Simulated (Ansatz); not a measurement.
# Br3Sb: the cost of one run

Program: Ansatz 0.2.0. Level of theory: the levels named in each step. These are calculated values, not measurements.

### Step 1. The starting structure

Bond lengths: Br1–Sb2 2.552 Å, Sb2–Br3 2.552 Å, Sb2–Br4 2.552 Å. Angles: Br1–Sb2–Br3 95.8°, Br1–Sb2–Br4 95.8°, Br3–Sb2–Br4 95.8°.

As a file:

```xyz
4

Br    2.0431   -0.7758   -0.4489
Sb    0.0017   -0.0021    0.8723
Br   -1.6956   -1.3806   -0.4434
Br   -0.3500    2.1597   -0.4370
```

### Step 2. A rough first relaxation, PBE-D4/def2-SVP

This run stands in another session on the same molecule. It ended at:

```xyz
4

Br    2.1004   -0.7976   -0.4194
Sb    0.0015   -0.0019    0.7832
Br   -1.7430   -1.4194   -0.4136
Br   -0.3596    2.2201   -0.4071
```

### Step 3. Relaxation, HF/def2-SVP

input.yaml

```yaml
crystal:
  periodic: [false, false, false]
  atoms:
    - { symbol: Br, position_ang: [2.10038911, -0.79761088, -0.41938659] }
    - { symbol: Sb, position_ang: [0.00147639, -0.00193764, 0.78318605] }
    - { symbol: Br, position_ang: [-1.74299995, -1.41937284, -0.41362347] }
    - { symbol: Br, position_ang: [-0.35962555, 2.22009136, -0.407146] }
basis:
  gaussian: { orbitals: def2-SVP }
hamiltonian:
  xc: hf
relax:
  f_tol: 0.002
  max_steps: 150
```

Launch:

```console
$ ansatz run input.yaml --threads 2 --pin off --max-ram 5120MiB --backend cpu --events-out ev --progress --plain --runs-dir out
```

**Question.** How long does this run take on 2 threads of Intel Xeon at 2.50GHz (Skylake/Cascade Lake), shared host, and how much memory does it need?

About 2.2 min, with a peak of 0.4 GiB.
